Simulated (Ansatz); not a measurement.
# CH2Fe: the cost of one run

Program: Ansatz 0.2.0, Gaussian basis. Level of theory: def2-TZVPP, core rule «outside noble gas», up to 10 orbitals frozen. These are calculated values, not measurements.

Plan: UHF; CCSD(T) on RHF; CCSD(T) on UHF; CCSDT(Q) on RHF; CCSDT(Q) on UHF; CASSCF and NEVPT2, 14 electrons in 12 orbitals.

5 further runs of the same task are left out: 1 for a known fault of the program, 4 set aside as unsound or not needed.

### Step 1. The geometry

The geometry is a PBE0/def2-TZVP stationary point (not a proven minimum).

4 atoms, charge 0, spin multiplicity 1.

Atoms are counted from 1 here; the program's logs count them from 0.

Bond lengths: Fe1–C2 1.704 Å, C2–H3 1.095 Å, C2–H4 1.095 Å. Angles: Fe1–C2–H3 123.7°, Fe1–C2–H4 123.7°, H3–C2–H4 112.5°.

### Step 2. UHF

in.yaml

```yaml
crystal:
  periodic: [false, false, false]
  atoms:
    - {symbol: Fe, position_ang: [0.000000, 0.000000, 0.359550]}
    - {symbol: C, position_ang: [0.000000, 0.000000, -1.344055]}
    - {symbol: H, position_ang: [0.000000, -0.910904, -1.952507]}
    - {symbol: H, position_ang: [0.000000, 0.910904, -1.952507]}
basis:
  gaussian: {orbitals: def2-TZVPP}
magnetization: {spin_polarized: true, initial_magnetization: 0}
hamiltonian: {xc: hf}
output: {orbitals: {seedname: orbitals}}
```

Launch:

```console
$ ansatz run in.yaml --threads 1 --pin off --events-out ev --progress --plain --max-ram 4096MiB --backend cpu
```

Q: Estimate wall time and peak memory on 1 thread of AMD EPYC 7R13, shared host.

About 56 s, with a peak of 0.36 GiB.
